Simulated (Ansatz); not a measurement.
Born–Oppenheimer molecular dynamics of a periodic cell of 16 atoms, MnCuAg2O4 (host MnCuAg2O4, host structure P2/m). It starts from an unrelaxed structure (largest force component 0.84 eV/Å).

All numbers below come from DFT LDA, scalar-relativistic, plane waves, PAW in Ansatz. Settings: accuracy low, cutoff 420 eV, k mesh 2x2x2, fermi-dirac smearing 0.05 eV, spin collinear.

```json
{"ensemble": "NVT, Langevin thermostat", "time step": "1.5 fs", "steps asked": "120", "set temperature": "900 K", "friction": "0.005 /fs", "seed": "200373"}
```

Frames 1.5 fs apart, positions in Å, forces in eV/Å.

Velocities at 45 fs (Å/ps):

```
Mn -2.56 -5.03 1.46
Cu 0.15 -3.47 0.67
Ag -2.43 5.24 1.09
Ag -0.80 -2.25 -0.97
O 2.01 -2.68 6.12
O -0.23 -9.51 4.59
O 15.07 -0.24 -1.11
O -5.39 -3.44 -8.56
Mn -4.12 2.37 1.35
Cu -0.95 0.81 -2.98
Ag 2.47 -1.70 -0.38
Ag 2.52 0.93 0.62
O -7.17 -5.48 -3.73
O 1.41 3.44 2.95
O 5.39 -4.92 -1.51
O -4.48 12.39 -0.30
```

```xyz
16
Lattice="-5.3845 -3.1320 0.0000 5.3845 -3.1320 0.0000 -1.8252 0.0000 6.3718" Properties=species:S:1:pos:R:3:forces:R:3 time_fs=45 energy_less_start_eV=0.492 T=614
Mn -0.861 -1.654 3.166 -0.31 0.55 -0.31
Cu 1.721 -3.297 3.240 0.22 0.60 -0.46
Ag -0.127 -2.871 0.029 0.19 -0.54 -0.17
Ag 2.690 -1.633 -0.045 -0.25 -0.13 1.29
O 0.552 -1.622 4.325 0.77 -0.08 -1.18
O 3.738 -2.857 4.225 -0.40 -1.55 1.21
O -2.702 -4.903 2.213 0.19 0.64 0.12
O -0.372 -3.085 2.169 0.50 0.14 -0.49
Mn -1.028 -4.673 3.296 0.03 0.13 -1.64
Cu -3.570 -3.196 3.097 -0.61 -0.30 -0.07
Ag 0.152 -0.025 -0.030 -0.29 0.21 0.40
Ag -2.611 -1.525 0.071 -0.18 0.03 -0.04
O 0.600 -4.688 3.974 1.47 -0.04 0.84
O -1.598 -3.183 4.207 -0.90 0.37 0.69
O -2.522 -1.620 2.369 -0.53 0.25 -0.30
O -5.539 -3.277 2.136 0.09 -0.29 0.14
16
Lattice="-5.3845 -3.1320 0.0000 5.3845 -3.1320 0.0000 -1.8252 0.0000 6.3718" Properties=species:S:1:pos:R:3:forces:R:3 time_fs=46.5 energy_less_start_eV=0.514 T=634
Mn -0.866 -1.662 3.168 -0.17 0.66 -0.26
Cu 1.721 -3.302 3.240 0.24 0.58 -0.42
Ag -0.131 -2.863 0.030 0.21 -0.56 -0.21
Ag 2.689 -1.637 -0.046 -0.21 -0.13 1.37
O 0.556 -1.627 4.334 0.70 -0.08 -1.37
O 3.737 -2.872 4.233 -0.35 -1.35 1.02
O -2.679 -4.902 2.210 0.05 0.64 0.12
O -0.380 -3.091 2.157 0.51 0.18 -0.32
Mn -1.035 -4.670 3.297 -0.02 -0.16 -1.63
Cu -3.571 -3.194 3.093 -0.65 -0.31 -0.07
Ag 0.156 -0.028 -0.030 -0.31 0.23 0.45
Ag -2.608 -1.523 0.072 -0.19 0.03 -0.05
O 0.590 -4.696 3.969 1.60 0.04 0.86
O -1.596 -3.178 4.212 -0.89 0.36 0.67
O -2.514 -1.627 2.367 -0.65 0.30 -0.30
O -5.546 -3.258 2.136 0.13 -0.42 0.15
16
Lattice="-5.3845 -3.1320 0.0000 5.3845 -3.1320 0.0000 -1.8252 0.0000 6.3718" Properties=species:S:1:pos:R:3:forces:R:3 time_fs=48 energy_less_start_eV=0.545 T=609
Mn -0.871 -1.669 3.169 -0.02 0.76 -0.19
Cu 1.721 -3.308 3.241 0.25 0.57 -0.37
Ag -0.134 -2.857 0.032 0.23 -0.58 -0.25
Ag 2.688 -1.641 -0.047 -0.16 -0.12 1.43
O 0.560 -1.632 4.341 0.64 -0.09 -1.56
O 3.735 -2.888 4.243 -0.31 -1.15 0.80
O -2.654 -4.901 2.207 -0.11 0.62 0.13
O -0.387 -3.095 2.144 0.53 0.21 -0.16
Mn -1.042 -4.666 3.298 -0.03 -0.44 -1.59
Cu -3.573 -3.193 3.090 -0.68 -0.32 -0.07
Ag 0.159 -0.029 -0.031 -0.33 0.26 0.50
Ag -2.604 -1.522 0.073 -0.21 0.04 -0.07
O 0.579 -4.704 3.967 1.69 0.11 0.88
O -1.596 -3.173 4.216 -0.89 0.34 0.64
O -2.507 -1.635 2.365 -0.78 0.35 -0.30
O -5.554 -3.239 2.136 0.17 -0.54 0.16
16
Lattice="-5.3845 -3.1320 0.0000 5.3845 -3.1320 0.0000 -1.8252 0.0000 6.3718" Properties=species:S:1:pos:R:3:forces:R:3 time_fs=49.5 energy_less_start_eV=0.580 T=595
Mn -0.876 -1.676 3.170 0.11 0.85 -0.10
Cu 1.721 -3.313 3.241 0.27 0.55 -0.31
Ag -0.138 -2.850 0.033 0.25 -0.60 -0.30
Ag 2.687 -1.645 -0.047 -0.12 -0.11 1.48
O 0.565 -1.637 4.348 0.58 -0.10 -1.72
O 3.733 -2.906 4.253 -0.26 -0.94 0.57
O -2.629 -4.900 2.203 -0.27 0.60 0.14
O -0.396 -3.098 2.132 0.54 0.23 0.02
Mn -1.048 -4.663 3.298 -0.02 -0.71 -1.50
Cu -3.575 -3.192 3.086 -0.71 -0.34 -0.06
Ag 0.163 -0.031 -0.030 -0.35 0.28 0.56
Ag -2.601 -1.521 0.074 -0.23 0.04 -0.08
O 0.570 -4.710 3.968 1.75 0.18 0.87
O -1.598 -3.168 4.221 -0.86 0.31 0.60
O -2.502 -1.643 2.363 -0.89 0.40 -0.31
O -5.562 -3.221 2.136 0.22 -0.64 0.16
16
Lattice="-5.3845 -3.1320 0.0000 5.3845 -3.1320 0.0000 -1.8252 0.0000 6.3718" Properties=species:S:1:pos:R:3:forces:R:3 time_fs=51 energy_less_start_eV=0.614 T=544
Mn -0.880 -1.682 3.171 0.20 0.95 -0.01
Cu 1.721 -3.318 3.242 0.28 0.54 -0.24
Ag -0.141 -2.843 0.034 0.26 -0.62 -0.34
Ag 2.686 -1.649 -0.046 -0.08 -0.11 1.49
O 0.570 -1.642 4.353 0.54 -0.12 -1.84
O 3.732 -2.926 4.264 -0.20 -0.73 0.32
O -2.605 -4.898 2.201 -0.44 0.58 0.14
O -0.403 -3.101 2.120 0.55 0.22 0.18
Mn -1.054 -4.659 3.298 0.04 -0.95 -1.38
Cu -3.576 -3.190 3.082 -0.74 -0.35 -0.03
Ag 0.166 -0.032 -0.029 -0.37 0.29 0.62
Ag -2.598 -1.521 0.075 -0.25 0.04 -0.10
O 0.563 -4.715 3.971 1.74 0.24 0.84
O -1.599 -3.163 4.228 -0.83 0.27 0.54
O -2.500 -1.650 2.362 -0.97 0.45 -0.33
O -5.570 -3.205 2.136 0.27 -0.71 0.16
16
Lattice="-5.3845 -3.1320 0.0000 5.3845 -3.1320 0.0000 -1.8252 0.0000 6.3718" Properties=species:S:1:pos:R:3:forces:R:3 time_fs=52.5 energy_less_start_eV=0.651 T=519
Mn -0.884 -1.686 3.172 0.27 1.04 0.08
Cu 1.721 -3.324 3.243 0.29 0.53 -0.18
Ag -0.145 -2.836 0.035 0.28 -0.64 -0.39
Ag 2.685 -1.655 -0.044 -0.05 -0.10 1.48
O 0.574 -1.647 4.357 0.51 -0.13 -1.93
O 3.732 -2.947 4.276 -0.15 -0.54 0.06
O -2.584 -4.896 2.198 -0.59 0.55 0.14
O -0.410 -3.103 2.108 0.55 0.22 0.35
Mn -1.060 -4.655 3.297 0.13 -1.14 -1.25
Cu -3.577 -3.188 3.079 -0.78 -0.36 -0.01
Ag 0.169 -0.033 -0.028 -0.40 0.30 0.69
Ag -2.595 -1.521 0.076 -0.27 0.04 -0.12
O 0.558 -4.719 3.975 1.70 0.28 0.81
O -1.602 -3.156 4.236 -0.79 0.21 0.45
O -2.499 -1.657 2.362 -1.03 0.50 -0.35
O -5.578 -3.190 2.136 0.32 -0.77 0.16
16
Lattice="-5.3845 -3.1320 0.0000 5.3845 -3.1320 0.0000 -1.8252 0.0000 6.3718" Properties=species:S:1:pos:R:3:forces:R:3 time_fs=54 energy_less_start_eV=0.692 T=484
Mn -0.888 -1.690 3.173 0.34 1.11 0.19
Cu 1.720 -3.329 3.243 0.31 0.52 -0.12
Ag -0.147 -2.830 0.036 0.30 -0.66 -0.43
Ag 2.684 -1.660 -0.042 -0.02 -0.09 1.44
O 0.578 -1.651 4.357 0.49 -0.14 -1.99
O 3.733 -2.967 4.287 -0.12 -0.37 -0.19
O -2.565 -4.894 2.196 -0.74 0.52 0.14
O -0.417 -3.104 2.097 0.55 0.21 0.52
Mn -1.065 -4.651 3.296 0.26 -1.29 -1.10
Cu -3.578 -3.187 3.075 -0.81 -0.37 0.03
Ag 0.171 -0.033 -0.029 -0.42 0.32 0.77
Ag -2.591 -1.522 0.077 -0.29 0.05 -0.14
O 0.555 -4.722 3.981 1.63 0.32 0.76
O -1.607 -3.149 4.245 -0.73 0.14 0.33
O -2.498 -1.664 2.362 -1.10 0.56 -0.38
O -5.583 -3.176 2.135 0.35 -0.83 0.16
16
Lattice="-5.3845 -3.1320 0.0000 5.3845 -3.1320 0.0000 -1.8252 0.0000 6.3718" Properties=species:S:1:pos:R:3:forces:R:3 time_fs=55.5 energy_less_start_eV=0.737 T=506
Mn -0.892 -1.694 3.172 0.41 1.19 0.31
Cu 1.718 -3.335 3.242 0.31 0.52 -0.05
Ag -0.149 -2.823 0.038 0.31 -0.67 -0.47
Ag 2.683 -1.665 -0.041 0.00 -0.07 1.39
O 0.584 -1.654 4.356 0.46 -0.16 -2.02
O 3.733 -2.988 4.298 -0.09 -0.23 -0.42
O -2.547 -4.891 2.194 -0.88 0.49 0.13
O -0.425 -3.103 2.087 0.56 0.18 0.66
Mn -1.071 -4.647 3.295 0.42 -1.41 -0.96
Cu -3.579 -3.185 3.072 -0.84 -0.38 0.06
Ag 0.174 -0.033 -0.030 -0.43 0.33 0.86
Ag -2.588 -1.523 0.079 -0.31 0.05 -0.16
O 0.552 -4.725 3.989 1.53 0.37 0.71
O -1.613 -3.142 4.255 -0.67 0.08 0.21
O -2.497 -1.670 2.363 -1.17 0.61 -0.41
O -5.586 -3.161 2.135 0.38 -0.88 0.15
16
Lattice="-5.3845 -3.1320 0.0000 5.3845 -3.1320 0.0000 -1.8252 0.0000 6.3718" Properties=species:S:1:pos:R:3:forces:R:3 time_fs=57 energy_less_start_eV=0.780 T=443
Mn -0.897 -1.696 3.173 0.46 1.27 0.43
Cu 1.717 -3.340 3.242 0.32 0.52 0.01
Ag -0.152 -2.817 0.039 0.33 -0.69 -0.50
Ag 2.681 -1.670 -0.039 0.02 -0.06 1.32
O 0.593 -1.658 4.353 0.43 -0.18 -2.04
O 3.734 -3.007 4.307 -0.07 -0.11 -0.63
O -2.532 -4.886 2.193 -1.02 0.45 0.12
O -0.433 -3.103 2.079 0.57 0.16 0.79
Mn -1.077 -4.642 3.295 0.57 -1.51 -0.83
Cu -3.581 -3.183 3.068 -0.87 -0.39 0.11
Ag 0.177 -0.034 -0.031 -0.45 0.34 0.96
Ag -2.585 -1.524 0.081 -0.34 0.06 -0.18
O 0.550 -4.727 3.997 1.44 0.41 0.65
O -1.620 -3.133 4.266 -0.59 0.02 0.08
O -2.499 -1.673 2.364 -1.21 0.65 -0.44
O -5.589 -3.148 2.136 0.41 -0.92 0.14
16
Lattice="-5.3845 -3.1320 0.0000 5.3845 -3.1320 0.0000 -1.8252 0.0000 6.3718" Properties=species:S:1:pos:R:3:forces:R:3 time_fs=58.5 energy_less_start_eV=0.815 T=380
Mn -0.901 -1.700 3.173 0.52 1.34 0.54
Cu 1.716 -3.345 3.242 0.32 0.53 0.07
Ag -0.154 -2.811 0.041 0.34 -0.71 -0.53
Ag 2.680 -1.676 -0.036 0.04 -0.05 1.23
O 0.603 -1.662 4.348 0.38 -0.20 -2.03
O 3.735 -3.024 4.316 -0.04 -0.02 -0.80
O -2.520 -4.882 2.193 -1.13 0.42 0.10
O -0.439 -3.103 2.072 0.55 0.14 0.91
Mn -1.081 -4.638 3.296 0.71 -1.58 -0.72
Cu -3.583 -3.181 3.065 -0.89 -0.41 0.15
Ag 0.180 -0.035 -0.031 -0.46 0.35 1.04
Ag -2.584 -1.525 0.083 -0.36 0.06 -0.20
O 0.549 -4.729 4.006 1.34 0.44 0.61
O -1.630 -3.125 4.276 -0.51 -0.04 -0.05
O -2.501 -1.674 2.363 -1.23 0.67 -0.46
O -5.592 -3.136 2.136 0.43 -0.94 0.14
16
Lattice="-5.3845 -3.1320 0.0000 5.3845 -3.1320 0.0000 -1.8252 0.0000 6.3718" Properties=species:S:1:pos:R:3:forces:R:3 time_fs=60 energy_less_start_eV=0.840 T=393
Mn -0.906 -1.703 3.174 0.58 1.40 0.62
Cu 1.715 -3.349 3.242 0.32 0.55 0.13
Ag -0.157 -2.805 0.043 0.36 -0.72 -0.56
Ag 2.678 -1.682 -0.034 0.05 -0.03 1.13
O 0.613 -1.668 4.340 0.34 -0.22 -1.98
O 3.735 -3.040 4.323 -0.02 0.06 -0.95
O -2.510 -4.878 2.193 -1.22 0.40 0.09
O -0.441 -3.101 2.065 0.52 0.11 1.04
Mn -1.084 -4.634 3.296 0.84 -1.63 -0.63
Cu -3.585 -3.179 3.062 -0.92 -0.43 0.19
Ag 0.183 -0.036 -0.031 -0.47 0.36 1.11
Ag -2.583 -1.526 0.085 -0.38 0.07 -0.22
O 0.551 -4.731 4.015 1.22 0.46 0.55
O -1.640 -3.116 4.285 -0.42 -0.11 -0.16
O -2.504 -1.675 2.363 -1.25 0.69 -0.49
O -5.595 -3.126 2.136 0.45 -0.95 0.14
16
Lattice="-5.3845 -3.1320 0.0000 5.3845 -3.1320 0.0000 -1.8252 0.0000 6.3718" Properties=species:S:1:pos:R:3:forces:R:3 time_fs=61.5 energy_less_start_eV=0.857 T=386
Mn -0.910 -1.706 3.174 0.62 1.45 0.70
Cu 1.714 -3.354 3.242 0.31 0.57 0.17
Ag -0.160 -2.799 0.044 0.37 -0.73 -0.60
Ag 2.677 -1.687 -0.032 0.06 -0.02 1.00
O 0.623 -1.676 4.330 0.31 -0.23 -1.91
O 3.736 -3.056 4.330 0.01 0.13 -1.09
O -2.503 -4.874 2.192 -1.29 0.38 0.09
O -0.442 -3.098 2.059 0.49 0.08 1.15
Mn -1.087 -4.632 3.296 0.98 -1.67 -0.56
Cu -3.588 -3.176 3.058 -0.94 -0.45 0.23
Ag 0.185 -0.036 -0.032 -0.48 0.37 1.18
Ag -2.582 -1.527 0.086 -0.40 0.07 -0.24
O 0.554 -4.733 4.025 1.08 0.48 0.50
O -1.651 -3.107 4.291 -0.33 -0.18 -0.26
O -2.508 -1.675 2.362 -1.25 0.72 -0.52
O -5.595 -3.115 2.135 0.46 -0.95 0.15
```

Of the whole run (180 fs, mean temperature of the second half 590 K): The mean temperature of the second half is 34 % below the set value. A run of 0.18 ps of so small a system gives no equilibrium averages. No Hubbard correction was used and the magnetic state wasn't searched. Limits of this set-up: coarse k mesh, low accuracy level.

Run time: 22 min on 2 threads of Intel(R) Xeon(R) Platinum 8488C (Sapphire Rapids), on a shared host, peak memory 0.84 GiB.
